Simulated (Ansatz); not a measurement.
# CH3F3MoOS: a ladder of functionals and wavefunction methods

The task here is to estimate one member of a computed series from the others.

Program: Ansatz 0.2.0, Gaussian basis. Level of theory: functionals in def2-TZVPP, the program's frozen cores in correlated methods. These are calculated values, not measurements.

Levels to be run: LDA (SPW92), PBE-D4, revPBE-D4, BLYP-D4, r2SCAN-D4, B97M-V, PBE0-D4, B3LYP-D4, r2SCANh-D4, r2SCAN0-D4, HSE06-D4, BHLYP-D4, CAM-B3LYP-D4, LC-ωPBE, ωB97X-V, ωB97M-V, B2PLYP, PBE-QIDH; CCSD(T)/def2-SVP; MP2/def2-TZVPP; MP2/def2-QZVPP; RPA on PBE.

1 further run of the same task is left out (for a known fault of the program). Runs told in other sessions of the task aren't counted.

## The geometry

All runs share one geometry, relaxed beforehand with PBE0-D4 in a triple-zeta def2 set. Mo takes the def2 core potential; no spin-orbit term is included.

SMILES `C[O][Mo]([F])([F])([F])=[S]`, 10 atoms, charge 0, spin multiplicity 1.

Atoms are counted from 1 here; the program's logs count them from 0.

Bond lengths: C1–O2 1.401 Å, C1–H8 1.091 Å, C1–H9 1.095 Å, C1–H10 1.094 Å, O2–Mo3 1.826 Å, Mo3–F4 1.863 Å, Mo3–F5 1.844 Å, Mo3–F6 1.848 Å, Mo3–S7 2.075 Å. Angles: O2–C1–H8 108.5°, O2–C1–H9 109.2°, O2–C1–H10 110.1°, H8–C1–H9 109.8°, H8–C1–H10 109.5°, H9–C1–H10 109.8°, C1–O2–Mo3 137.2°, O2–Mo3–F4 85.0°, O2–Mo3–F5 149.6°, O2–Mo3–F6 90.3°, O2–Mo3–S7 104.8°, F4–Mo3–F5 82.5°, F4–Mo3–F6 146.5°, F4–Mo3–S7 107.1°, F5–Mo3–F6 85.1°, F5–Mo3–S7 105.4°, F6–Mo3–S7 106.2°.

As a file:

```xyz
10

C     0.29448   -1.68653    0.20936
O     0.68700   -0.34421    0.13185
Mo   -0.11913    1.27416   -0.12231
F    -1.07809    0.40448   -1.46250
F    -1.63277    2.32469   -0.05494
F     0.02084    1.63714    1.68477
S     1.31806    2.44021   -1.06116
H     1.17038   -2.31340    0.03278
H    -0.46350   -1.88505   -0.55522
H    -0.11419   -1.90260    1.20037
```

Set-up of the first run:

in.yaml

```yaml
crystal:
  periodic: [false, false, false]
  atoms:
    - {symbol: C, position_ang: [0.294485, -1.686528, 0.209364]}
    - {symbol: O, position_ang: [0.687004, -0.344213, 0.131848]}
    - {symbol: Mo, position_ang: [-0.119126, 1.274160, -0.122308]}
    - {symbol: F, position_ang: [-1.078090, 0.404480, -1.462498]}
    - {symbol: F, position_ang: [-1.632767, 2.324689, -0.054942]}
    - {symbol: F, position_ang: [0.020842, 1.637144, 1.684773]}
    - {symbol: S, position_ang: [1.318064, 2.440215, -1.061163]}
    - {symbol: H, position_ang: [1.170376, -2.313399, 0.032779]}
    - {symbol: H, position_ang: [-0.463499, -1.885046, -0.555220]}
    - {symbol: H, position_ang: [-0.114190, -1.902602, 1.200366]}
basis:
  gaussian: {orbitals: def2-TZVPP}
hamiltonian: {xc: lda}
output: {orbitals: {seedname: orbitals}}
```

On the command line:

```bash
$ ansatz run in.yaml --threads 4 --pin off --events-out ev --progress --plain --max-ram 11315MiB
```

Among the steps run: LDA; PBE-D4 (GGA); revPBE-D4 (GGA); BLYP-D4 (GGA); r2SCAN-D4 (meta-GGA); B97M-V (meta-GGA); B3LYP-D4 (hybrid); r2SCANh-D4 (hybrid); r2SCAN0-D4 (hybrid); HSE06-D4 (hybrid); BHLYP-D4 (hybrid); CAM-B3LYP-D4 (range-separated); LC-ωPBE (range-separated); ωB97X-V (range-separated); ωB97M-V (range-separated); B2PLYP (double hybrid); PBE-QIDH (double hybrid).

One of the session's tables, all rows but one given; the rest of the session is left out.

It belongs to the step «Frontier levels by functional». 

```
  functional  HOMO (eV)  LUMO (eV)  gap (eV)
 LDA (SPW92)      -7.38      -4.53      2.85
      PBE-D4          ?          ?         ?
   revPBE-D4      -7.14      -4.23      2.91
     BLYP-D4      -7.07      -4.21      2.86
   r2SCAN-D4      -7.55      -4.38      3.17
      B97M-V      -7.62      -4.39      3.23
     PBE0-D4      -8.56      -3.65      4.91
    B3LYP-D4      -8.32      -3.86      4.46
  r2SCANh-D4      -8.04      -4.11      3.94
  r2SCAN0-D4      -8.79      -3.67      5.11
    HSE06-D4      -8.16      -4.03      4.13
    BHLYP-D4      -9.77      -2.78      6.99
CAM-B3LYP-D4      -9.85      -2.56      7.30
     LC-ωPBE     -11.13      -1.40      9.73
     ωB97X-V     -10.81      -1.47      9.34
     ωB97M-V     -10.68      -1.46      9.23
```

**Question.** Estimate the row for PBE-D4.

As computed: HOMO (eV): -7.21; LUMO (eV): -4.31; gap (eV): 2.90. In the column «HOMO (eV)» it lies between LDA (SPW92) (-7.38) and revPBE-D4 (-7.14).
